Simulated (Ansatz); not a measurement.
# CdSi4O: what a guessed cell relaxes into

Aim: relax a trial structure of CdSi4O and see where it ends.

Computed with Ansatz 0.2.0 (DFT PBE, scalar-relativistic, plane waves, PAW, unless a step's input says otherwise).

## Step 1: The structure to begin with

The structure is cubic, space group F-43m (No. 216). Conventional cell: a = 7.285 Å, b = 7.285 Å, c = 7.285 Å, α = 90.00°, β = 90.00°, γ = 90.00°. Cd (site symmetry -43m) is surrounded by 12 Si at 3.02 Å and 4 O at 3.15 Å. Si (site symmetry 3m) has 6 Si at 2.56 to 2.60 Å and 3 O at 3.02 Å and 3 Cd at 3.02 Å as nearest neighbours. O (site symmetry -43m) is surrounded by 12 Si at 3.02 Å and 4 Cd at 3.15 Å.

As a file:

```xyz
6
Lattice="0.0000 3.6426 3.6426 3.6426 0.0000 3.6426 3.6426 3.6426 0.0000" Properties=species:S:1:pos:R:3 pbc="T T T"
Cd    3.6426    3.6426    3.6426
Si    0.9038    2.7388    2.7388
Si    0.9038    0.9038    0.9038
Si    2.7388    2.7388    0.9038
Si    2.7388    0.9038    2.7388
O     5.4639    5.4639    5.4639
```

The cell is invented: species swapped into a database cell of CaMgNi4 (F-43m, No. 216), with Cd on the Ca sites, O on the Mg sites and Si on the Ni sites. Its size is a rough estimate.

## Step 2: A first look at the guess

Input file input.yaml:

```yaml
crystal:
  lattice:
    - [0.0, 3.64258793, 3.64258793]
    - [3.64258793, 0.0, 3.64258793]
    - [3.64258793, 3.64258793, 0.0]
  atoms:
    - { symbol: Cd, position: [0.5, 0.5, 0.5] }
    - { symbol: Si, position: [0.62783136, 0.12405621, 0.12405621] }
    - { symbol: Si, position: [0.12405621, 0.12405621, 0.12405621] }
    - { symbol: Si, position: [0.12405621, 0.12405621, 0.62783136] }
    - { symbol: Si, position: [0.12405621, 0.62783136, 0.12405621] }
    - { symbol: O, position: [0.75, 0.75, 0.75] }
basis:
  ecutwfc: 420
kpoints:
  mp_grid: { grid: [4, 4, 4] }
hamiltonian:
  xc: pbe
scf:
  occupations: { method: gaussian, width: 0.1 }
  lower_state_search: "off"
output:
  forces: true
  stress: true
  eigenvalues: true
```

Started as:

```sh
> ansatz run input.yaml --threads 1 --pin off --max-ram 2048MiB --backend cpu --events-out ev --progress --plain --runs-dir out
```

Log (excerpt; [...] marks lines left out):

```text
[...]
SCF converged after 7 iterations
Free energy (F): -11359.431845 eV
[...]
E sigma→0 (E₀):  -11359.429960 eV
Entropy (-TS):   -0.003771 eV (-0.628 meV/atom)
Fermi energy:    9.330210 eV
[...]
--- Forces (eV/Å), atoms counted from 1 ---
  atom   1  Cd    -0.00000000    -0.00000000     0.00000000
  atom   2  Si    -0.06029424     0.06029424     0.06029424
  atom   3  Si    -0.06029424    -0.06029424    -0.06029424
  atom   4  Si     0.06029424     0.06029424    -0.06029424
  atom   5  Si     0.06029424    -0.06029424     0.06029424
  atom   6  O      0.00000000    -0.00000000    -0.00000000
[...]
--- Stress (GPa, compression-positive) ---
       -3.071089       0.000000      -0.000000
        0.000000      -3.071089       0.000000
       -0.000000       0.000000      -3.071089
  P = ⅓ Tr σ = -3.0711 GPa (-30.711 kbar)
--- Band table (eV; the first three rows and the last of 8) ---
  k-point 0: bands = ["-93.3344", "-54.4014", "-54.4014", "-54.4014", "-6.6177", "-2.8911", "0.5389", "0.5389", "0.5389", "0.5766", "0.5766", "2.6379", "4.6188", "4.6188", "4.6188", "5.5797", "5.5797", "5.5797", "7.9586", "7.9586", "7.9586", "8.1500", "8.6306", "8.6306", "13.5669", [...]
[...]
```

Run time: 1.9 s. Hardware: 1 thread of Arm Neoverse V2, shared host; peak memory 0.3 GiB.

The probe gives pressure -3.1 GPa, largest force 0.10 eV/Å, gap on this mesh none (metal). The coarse relaxation is skipped.

(Part 1 of 3 ends here.)
